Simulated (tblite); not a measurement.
# BGeH9O2Si2: the cost of one run

Programs: tblite 0.8.0 and PySCF 2.14.0, with density-fitted response routines of our own. Each step states its level of theory. These are calculated values for one molecule, in the gas phase or a continuum, unless marked as measured. Atoms are numbered from 0 throughout.

**1. Starting geometry**

15 atoms, charge 0, multiplicity 1; geometry from: force field or distance geometry start.

Bonds of the start (Å): O0–B1 1.46, B1–O2 1.48, B1–Si3 1.94, Si3–Si4 2.23, Si3–Ge5 2.30, O0–H6 0.99, O2–H7 0.99, Si3–H8 1.48, Si4–H9 1.47, Si4–H10 1.47, Si4–H11 1.48, Ge5–H12 1.56, Ge5–H13 1.55, Ge5–H14 1.55.

**2. Optimising the geometry with GFN2-xTB**

The job: settings as JSON, then the geometry in Å.

```
{"job": {"kind": "relax", "xc": "GFN2-xTB", "basis": "xTB"}, "charge": 0, "multiplicity": 1}
O      2.534800     0.325400    -0.418000
B      1.607100    -0.493100     0.356700
O      2.059500    -1.799400     0.874200
Si    -0.186000     0.137000     0.734500
Si    -1.655700    -1.316200    -0.106400
Ge    -0.510800     2.202600    -0.231000
H      2.367300     0.059200    -1.359800
H      1.816600    -2.431700     0.158800
H     -0.374700     0.225500     2.198000
H     -1.451000    -2.638600     0.497500
H     -3.022400    -0.848100     0.166900
H     -1.457800    -1.405500    -1.566000
H      0.509900     3.210800     0.371200
H     -0.289000     2.083400    -1.761600
H     -1.952300     2.696800     0.063200
```

Command:

```console
OMP_NUM_THREADS=1 python probes_run.py task.json out
```

The driver reads the jobs from task.json and runs them one after another.

Q: Estimate the wall time and peak memory of this first job on 1 thread of Arm Neoverse N1, shared host.

About 1.2 s, with a peak of 0.18 GiB.
